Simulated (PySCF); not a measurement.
**C2H2ClSi (SMILES [C]#C[SiH2]Cl): levels of theory compared**

Wanted: a comparison of 3 runs (UHF/pcseg-0, UHF/pcseg-1, UHF/pcseg-2) of C2H2ClSi. Input form: a Python script.

Program for the calculation: PySCF 2.14.0.

### 1 The structure to begin with

C2H2ClSi: 6 atoms, total charge 0, spin state doublet. SMILES: `[C]#C[SiH2]Cl`. The coordinates come from a PBE0-D4/def2-TZVP relaxation.

Bond lengths: C1–C2 1.212 Å, C2–Si3 1.820 Å, Si3–Cl4 2.045 Å, Si3–H5 1.477 Å, Si3–H6 1.477 Å. Angles: C1–C2–Si3 178.6°, C2–Si3–Cl4 109.3°, C2–Si3–H5 109.2°, C2–Si3–H6 109.2°, Cl4–Si3–H5 108.7°, Cl4–Si3–H6 108.7°, H5–Si3–H6 111.7°.

### 2 A single-point energy at UHF/pcseg-0 (run 1)

The input, run.py:

```python
# [C]#C[SiH2]Cl
from pyscf import gto, scf

molecule = gto.Mole()
molecule.atom = '''
C    0.868400  -2.059200   1.138400
C    0.473000  -1.050800   0.595000
Si  -0.084700   0.485400  -0.206000
Cl  -1.795500   0.115200  -1.263900
H    0.959500   0.950800  -1.141600
H   -0.378700   1.494700   0.831900
'''
molecule.basis = 'pcseg-0'
molecule.spin = 1
molecule.verbose = 3
molecule.max_memory = 1860
molecule.build()

mf = scf.UHF(molecule)
mf.conv_tol = 1e-10
mf.kernel()
if not mf.converged:
    mf = mf.newton().run(mf.mo_coeff, mf.mo_occ)

energy = mf.e_tot
print(f'total energy: {energy:.8f} hartree')
```

Command:

```
$ OMP_NUM_THREADS=1 python run.py
```

The log of the run:

```text
converged SCF energy = -824.051476751527  <S^2> = 1.1972934  2S+1 = 2.4060702
total energy: -824.05147675 hartree
```

Wall time 0.72 s (1 thread of Arm Neoverse V2, shared host); peak memory 0.1 GiB.

### 3 A single-point energy at UHF/pcseg-1 (run 2)

The input, calc.py:

```python
from pyscf import gto

molecule = gto.M(
    atom='''
C      1.641038    -3.891324     2.151264
C      0.893840    -1.985724     1.124387
Si    -0.160060     0.917273    -0.389284
Cl    -3.393003     0.217696    -2.388425
H      1.813192     1.796752    -2.157311
H     -0.715639     2.824574     1.572063
''',
    unit='bohr',
    max_memory=1860,
    verbose=3,
    spin=1,
    basis='pcseg-1',
    charge=0,
)

mf = molecule.UHF()
mf.conv_tol = 1e-10
mf.kernel()
if not mf.converged:
    mf = mf.newton().run(mf.mo_coeff, mf.mo_occ)

e_tot = mf.e_tot
print('Final energy', e_tot)
```

Command:

```
$ OMP_NUM_THREADS=1 python calc.py
```

The log of the run:

```text
converged SCF energy = -825.163258755085  <S^2> = 1.1434263  2S+1 = 2.3608695
Final energy -825.1632587550849
```

Wall time 1.7 s (1 thread of Arm Neoverse V2, shared host); peak memory 0.15 GiB.

### 4 A single-point energy at UHF/pcseg-2 (run 3)

The input, run.py:

```python
from pyscf import gto

molecule = gto.M(
    atom='''
C      1.641038    -3.891324     2.151264
C      0.893840    -1.985724     1.124387
Si    -0.160060     0.917273    -0.389284
Cl    -3.393003     0.217696    -2.388425
H      1.813192     1.796752    -2.157311
H     -0.715639     2.824574     1.572063
''',
    charge=0,
    basis='pcseg-2',
    unit='bohr',
    verbose=4,
    spin=1,
    max_memory=1860,
)

mf = molecule.UHF()
mf.conv_tol = 1e-10
mf.kernel()
if not mf.converged:
    mf = mf.newton().run(mf.mo_coeff, mf.mo_occ)

e_tot = mf.e_tot
print('Final energy', e_tot)
```

Command:

```
$ OMP_NUM_THREADS=1 python run.py
```

The log of the run:

```text
PySCF version 2.14.0

[... 114 lines left out ...]
converged SCF energy = -825.289590482206  <S^2> = 1.1638089  2S+1 = 2.3780739
Final energy -825.2895904822057
```

Run time: 17 s. Hardware: 1 thread of Arm Neoverse V2, shared host; peak memory 0.7 GiB.

### 5 All runs side by side

| run | level | energy (Eh) | dipole moment (D) | HOMO energy (eV) | LUMO energy (eV) | wall time |
| --- | --- | --- | --- | --- | --- | --- |
| 1 | UHF/pcseg-0 | -824.051477 | 2.55 | -11.87 | 0.62 | 0.72 s |
| 2 | UHF/pcseg-1 | -825.163259 | 1.72 | -11.65 | 0.49 | 1.7 s |
| 3 | UHF/pcseg-2 | -825.289590 | 1.42 | -11.58 | 0.31 | 17 s |

### 6 Results

| quantity | value |
| --- | --- |
| run 3: total energy | -825.28959 Eh |
| run 3: dipole moment | 1.42 D |
| run 3: HOMO energy (highest over α and β) | -11.58 eV |
| run 3: LUMO energy (lowest over α and β) | 0.31 eV |
| run 3: ⟨S²⟩ | 1.164 |

What this shows: The dipole moment (its size) runs from 1.42 D (UHF/pcseg-2) to 2.55 D (UHF/pcseg-0). Spin contamination of the reference: run 1 ⟨S²⟩ = 1.20, run 3 ⟨S²⟩ = 1.16, run 2 ⟨S²⟩ = 1.14. All runs together took 19 s, the longest 17 s.
